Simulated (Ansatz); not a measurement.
# CH5BrHfO2: small, medium and large basis sets

One table from this session's results is given with a row withheld; the runs are named, their logs left out.

Method: one geometry, several basis sets; program: Ansatz 0.2.0, Gaussian basis.

Plan: PBE0-D4/def2-SVP; ωB97M-V/def2-SVP; PBE0-D4/def2-QZVPP; ωB97M-V/def2-QZVPP; the functionals' def2-TZVPP values are taken from earlier runs.

## The geometry

An earlier PBE0-D4 in a triple-zeta def2 set relaxation fixed the geometry. Hf takes the def2 core potential; no spin-orbit term is included.

SMILES `[CH3][Hf]([OH])([OH])[Br]`, 10 atoms, charge 0, spin multiplicity 1.

Atoms are counted from 1 here; the program's logs count them from 0.

Bond lengths: C1–Hf2 2.211 Å, C1–H6 1.096 Å, C1–H7 1.096 Å, C1–H8 1.095 Å, Hf2–O3 1.906 Å, Hf2–O4 1.906 Å, Hf2–Br5 2.533 Å, O3–H9 0.951 Å, O4–H10 0.951 Å. Angles: Hf2–C1–H6 110.9°, Hf2–C1–H7 110.9°, Hf2–C1–H8 112.1°, H6–C1–H7 107.7°, H6–C1–H8 107.6°, H7–C1–H8 107.6°, C1–Hf2–O3 104.8°, C1–Hf2–O4 104.8°, C1–Hf2–Br5 107.3°, O3–Hf2–O4 113.8°, O3–Hf2–Br5 112.6°, O4–Hf2–Br5 112.6°, Hf2–O3–H9 167.7°, Hf2–O4–H10 167.6°.

The first run:

Input file in.yaml:

```yaml
crystal:
  periodic: [false, false, false]
  atoms:
    - {symbol: C, position_ang: [-1.453696, -0.536514, -0.272016]}
    - {symbol: Hf, position_ang: [0.445577, 0.505506, 0.170532]}
    - {symbol: O, position_ang: [1.185692, -0.436863, 1.652567]}
    - {symbol: O, position_ang: [1.470922, 0.352000, -1.428687]}
    - {symbol: Br, position_ang: [-0.126951, 2.908293, 0.732893]}
    - {symbol: H, position_ang: [-2.129102, -0.499453, 0.590314]}
    - {symbol: H, position_ang: [-1.967927, -0.068000, -1.118879]}
    - {symbol: H, position_ang: [-1.295639, -1.590936, -0.523230]}
    - {symbol: H, position_ang: [1.732029, -0.878745, 2.294070]}
    - {symbol: H, position_ang: [2.139096, 0.244711, -2.097554]}
basis:
  gaussian: {orbitals: def2-SVP}
hamiltonian: {xc: pbe0, dispersion: d4}
output: {orbitals: {seedname: orbitals}}
```

On the command line:

```
$ ansatz run in.yaml --threads 2 --pin off --events-out ev --progress --plain --max-ram 22528MiB --backend cpu
```

Steps of the session up to this table: PBE0-D4 in def2-SVP; ωB97M-V in def2-SVP; PBE0-D4 in def2-QZVPP; ωB97M-V in def2-QZVPP.

One of the session's tables, all rows but one given; the rest of the session is left out.

It belongs to the step «Density functionals: the series». 

| functional | basis | HOMO (eV) |
| --- | --- | --- |
| PBE0-D4 | def2-SVP | -7.63 |
| PBE0-D4 | def2-TZVPP | ? |
| PBE0-D4 | def2-QZVPP | -7.72 |
| ωB97M-V | def2-SVP | -9.89 |
| ωB97M-V | def2-TZVPP | -9.98 |
| ωB97M-V | def2-QZVPP | -10.00 |

**Question.** Estimate the row for PBE0-D4, def2-TZVPP.

**Answer.** HOMO (eV): -7.70. In the column «HOMO (eV)» it lies between PBE0-D4, def2-QZVPP (-7.72) and PBE0-D4, def2-SVP (-7.63).
